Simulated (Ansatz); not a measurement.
# BFH5NOSi: vertical energies of changing the electron count in Python

What does it cost to change the electron count of BFH5NOSi? The task is vertical energies of changing the electron count, for BFH5NOSi. SMILES: NBO[SiH2]F.

Computed with Ansatz 0.2.0, driven from Python. Level of theory: CAM-B3LYP/def2-SVPD.

### Step 1. The system

Bond lengths: N1–B2 1.458 Å, B2–O3 1.457 Å, O3–Si4 1.786 Å, Si4–F5 1.721 Å, N1–H6 1.026 Å, N1–H7 1.067 Å, B2–H8 1.182 Å, Si4–H9 1.484 Å, Si4–H10 1.400 Å. Angles: N1–B2–O3 119.7°, N1–B2–H8 121.0°, O3–B2–H8 119.2°, B2–N1–H6 112.1°, B2–N1–H7 108.5°, H6–N1–H7 106.7°, B2–O3–Si4 106.7°, O3–Si4–F5 104.9°, O3–Si4–H9 110.7°, O3–Si4–H10 110.0°, F5–Si4–H9 108.7°, F5–Si4–H10 109.4°, H9–Si4–H10 112.8°.

No structure file is read: the coordinates are typed or built in the script.

### Step 2. The script

The input, run_ip.py:

```python
'''Vertical ionisation energy and electron affinity of BFH5NOSi.'''

import ansatz as az


def energy(molecule, charge=0, unpaired=0):
    calc = molecule.calculation().basis(gaussian='def2-SVPD').functional('cam_b3lyp')
    if charge:
        calc = calc.charge(charge)
    if unpaired:
        calc = calc.spin('collinear', total=unpaired)
    report = calc.run().report
    if report['published_state_doubts']:
        print('  doubts:', report['published_state_doubts'])
    return report['free_energy_ev']


def main() -> None:
    mol = (
        az.Crystal.molecule()
        .atom('N', (-1.7691, -0.4627, 0.1898))
        .atom('B', (-0.3864, -0.9263, 0.1844))
        .atom('O', (0.4664, -0.642, -0.9617))
        .atom('Si', (1.4188, 0.8105, -0.5447))
        .atom('F', (0.2803, 2.1006, -0.5416))
        .atom('H', (-2.4361, -1.239, 0.2658))
        .atom('H', (-1.9168, 0.1531, 1.0489))
        .atom('H', (0.0407, -1.5775, 1.0734))
        .atom('H', (1.9984, 0.6847, 0.816))
        .atom('H', (2.3869, 1.0475, -1.5273))
    )

    # delta-SCF style differences, no relaxation
    parent = energy(mol, 0, 0)
    cation = energy(mol, 1, 1)
    print(f'E(N)   = {parent:.5f} eV')
    print(f'E(N-1) = {cation:.5f} eV  (1 unpaired)')
    print(f'vertical ionisation energy {cation - parent:.3f} eV')
    anion = energy(mol, -1, 1)
    print(f'E(N+1) = {anion:.5f} eV  (1 unpaired)')
    print(f'vertical electron affinity {parent - anion:.3f} eV' + ('' if anion < parent else ' (unbound in this basis)'))
    print(f'fundamental gap IP - EA = {cation + anion - 2 * parent:.3f} eV')


if __name__ == '__main__':
    main()
```

### Step 3. The calls as engine input

The engine receives this input (first run):

```yaml
crystal:
  periodic: [false, false, false]
  atoms:
    - { symbol: "N", position_ang: [-1.7691, -0.4627, 0.1898] }
    - { symbol: B, position_ang: [-0.3864, -0.9263, 0.1844] }
    - { symbol: O, position_ang: [0.4664, -0.642, -0.9617] }
    - { symbol: Si, position_ang: [1.4188, 0.8105, -0.5447] }
    - { symbol: F, position_ang: [0.2803, 2.1006, -0.5416] }
    - { symbol: H, position_ang: [-2.4361, -1.239, 0.2658] }
    - { symbol: H, position_ang: [-1.9168, 0.1531, 1.0489] }
    - { symbol: H, position_ang: [0.0407, -1.5775, 1.0734] }
    - { symbol: H, position_ang: [1.9984, 0.6847, 0.816] }
    - { symbol: H, position_ang: [2.3869, 1.0475, -1.5273] }
basis:
  gaussian:
    orbitals: def2-SVPD
hamiltonian:
  xc: cam_b3lyp
```

### Step 4. Launch

Run with:

```sh
python run_ip.py
```

The log of the run:

```text
E(N)   = -14883.13490 eV
E(N-1) = -14873.17188 eV  (1 unpaired)
vertical ionisation energy 9.963 eV
E(N+1) = -14882.36423 eV  (1 unpaired)
vertical electron affinity -0.771 eV (unbound in this basis)
fundamental gap IP - EA = 10.734 eV
```

It took 51 s on 1 thread of Arm Neoverse V1, shared host; peak memory 0.6 GiB.

### Step 5. Inputs of later runs

The engine's inputs for the other runs:

Run 2, against run 1:

```diff
@@ -18,0 +19,4 @@
+magnetization:
+  spin_polarized: true
+  initial_magnetization: 1.0
+total_charge: 1.0
```

Run 3, against run 1:

```diff
@@ -18,0 +19,4 @@
+magnetization:
+  spin_polarized: true
+  initial_magnetization: 1.0
+total_charge: -1.0
```

Lines on the test bed's own set-up are left out of the output.

### Step 6. Run by run

One row for each of the 3 runs:

| run | system | unpaired or total moment | energy (eV) | <S²> | SCF cycles | CPU time (s) |
| --- | --- | --- | --- | --- | --- | --- |
| 1 | BFH5NOSi | not set | -14883.1349 | 0.00 | 17 | 6.1 |
| 2 | BFH5NOSi, charge +1 | 1 | -14873.1719 | 0.76 | 31 | 18 |
| 3 | BFH5NOSi, charge -1 | 1 | -14882.3642 | 0.75 | 49 | 27 |

Totals carry meaning only in balanced differences at one level of theory.

### Step 7. What came out

```
                  quantity      value
vertical ionisation energy   9.963 eV
vertical electron affinity  -0.771 eV
             runs compared          3
```

What this shows: The ionisation energy is a difference of two total energies at the neutral geometry. The added electron isn't bound in this basis, so the negative affinity reflects the basis as much as the molecule. At this unrelaxed geometry removing an electron costs 9.96 eV and an added one is unbound in this basis (by 0.77 eV). Reading the output:
- The geometry is a force-field or estimated start, not a minimum of this method, and the basis set is short of its limit. All parts are taken at fixed geometry, without zero-point energy. At an unrelaxed start these energies can be a whole eV from those at the minimum, and a small affinity can change sign.
- A negative electron affinity means that the anion is unbound here; its size hangs on the basis and tends to about zero as the basis grows, and so does its part in any gap built on it.
